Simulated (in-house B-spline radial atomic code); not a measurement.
# Ce⁺: excited configurations

Aim: the energies of several excited configurations of Ce⁺ above a reference configuration, each from its own self-consistent run.

The numbers are computed with in-house B-spline radial atomic code version 1 (scalar-relativistic (spin-free one-electron X2C) BLYP, spin-polarised, spherical fractional occupations, Fermi nucleus, basis-set limit), except any that are marked as measured or tabulated.

## Step 1: The atom as given

| Property | Result |
| --- | --- |
| element | cerium (Z = 58) |
| charge | +1 |
| electrons | 57 |
| configuration | [Xe] 4f1 5d2 |
| Hamiltonian | scalar-relativistic (X2C) |
| nucleus | Fermi, rms radius 4.877 fm |

Outer shells as boxes (Hund's rule):

[Xe] 4f1 5d2
```
[Xe] core
4f [↑ ][  ][  ][  ][  ][  ][  ]
5d [↑ ][↑ ][  ][  ][  ]
```

Where spins are not typed, each open shell is filled with up spins first.

Settings, as recorded:

```ini
Z = 58
electrons = 57.0
configuration = [Xe] 4f1 5d2
hamiltonian = x2c
method = b88,lyp
spin_polarised = True
nucleus = fermi
rms_radius = 4.8771
mass_number = 140
atomic_mass = 139.905448433
speed_of_light = 137.035999084
```

This reference run was done before. Its total energy is -8859.856440 hartree, and its levels are (the highest eight at most):

```tsv
orbital	occupation	energy (eV)	<r> (bohr)
4d up	5	-114.22	0.7447
4d down	5	-113.41	0.7446
5s up	1	-44.589	1.524
5s down	1	-43.598	1.520
5p up	3	-27.422	1.773
5p down	3	-26.356	1.770
4f up	1	-9.451	1.116
5d up	2	-7.497	2.836
```

## Step 2: Run with 1s2 2s2 2p6 3s2 3p6 3d10 4s2 4p6 4d10 5s2 5p6 5d2,0 6f0,1

In configurations, two counts after a shell (as in p1,2) give the electrons with spin up and with spin down.

Settings, as recorded:

```ini
Z = 58
electrons = 57.0
configuration = 1s2 2s2 2p6 3s2 3p6 3d10 4s2 4p6 4d10 5s2 5p6 5d2,0 6f0,1
hamiltonian = x2c
method = b88,lyp
spin_polarised = True
nucleus = fermi
rms_radius = 4.8771
mass_number = 140
atomic_mass = 139.905448433
speed_of_light = 137.035999084
```

## Step 3: 1s2 2s2 2p6 3s2 3p6 3d10 4s2 4p6 4d10 4f1,0 5s2 5p3,2 5d2,0 6p1,0

Settings: those of step 2 with these lines changed.

```diff
@@ -2,3 +2,3 @@
 electrons = 57.0
-configuration = 1s2 2s2 2p6 3s2 3p6 3d10 4s2 4p6 4d10 5s2 5p6 5d2,0 6f0,1
+configuration = 1s2 2s2 2p6 3s2 3p6 3d10 4s2 4p6 4d10 4f1,0 5s2 5p3,2 5d2,0 6p1,0
 hamiltonian = x2c
```

## Step 4: Run with 1s2 2s2 2p6 3s2 3p6 3d10 4s2 4p6 4d10 4f1,0 5s2 5p6 5d1,1

Settings: those of step 3 with these lines changed.

```diff
@@ -2,3 +2,3 @@
 electrons = 57.0
-configuration = 1s2 2s2 2p6 3s2 3p6 3d10 4s2 4p6 4d10 4f1,0 5s2 5p3,2 5d2,0 6p1,0
+configuration = 1s2 2s2 2p6 3s2 3p6 3d10 4s2 4p6 4d10 4f1,0 5s2 5p6 5d1,1
 hamiltonian = x2c
```

## Step 5: 1s2 2s2 2p6 3s2 3p6 3d10 4s2 4p6 4d10 4f0,1 5s2 5p6 5d2,0

Settings: those of step 4 with these lines changed.

```diff
@@ -2,3 +2,3 @@
 electrons = 57.0
-configuration = 1s2 2s2 2p6 3s2 3p6 3d10 4s2 4p6 4d10 4f1,0 5s2 5p6 5d1,1
+configuration = 1s2 2s2 2p6 3s2 3p6 3d10 4s2 4p6 4d10 4f0,1 5s2 5p6 5d2,0
 hamiltonian = x2c
```

Before running: How far above the reference does each configuration lie (order and size, in eV)?

**Answer**, as computed:

| net move | configuration | 2|M_S|+1 | energy above the reference (eV) | largest <r> (bohr) |
| --- | --- | --- | --- | --- |
| same shells, spins typed | 1s2 2s2 2p6 3s2 3p6 3d10 4s2 4p6 4d10 4f0,1 5s2 5p6 5d2,0 | 2 | 0.247 | 2.86 |
| same shells, spins typed | 1s2 2s2 2p6 3s2 3p6 3d10 4s2 4p6 4d10 4f1,0 5s2 5p6 5d1,1 | 2 | 0.552 | 2.90 |
| 4f → 6f, spins typed | 1s2 2s2 2p6 3s2 3p6 3d10 4s2 4p6 4d10 5s2 5p6 5d2,0 6f0,1 | 2 | 14.195 | 13.8 |
| 5p → 6p, spins typed | 1s2 2s2 2p6 3s2 3p6 3d10 4s2 4p6 4d10 4f1,0 5s2 5p3,2 5d2,0 6p1,0 | 6 | 22.628 | 4.68 |

What this shows: The energies run from 0.247 eV (same shells, spins typed) to 22.628 eV (5p → 6p, spins typed). 2 of them lie more than 60 % above minus the reference's highest level (7.497 eV), in the range where a state can decay by emitting an electron. The reference has 2|M_S|+1 = 4; 4 of the configurations differ from it in spin. These are spherical averages at the typed spins, not spectroscopic levels.
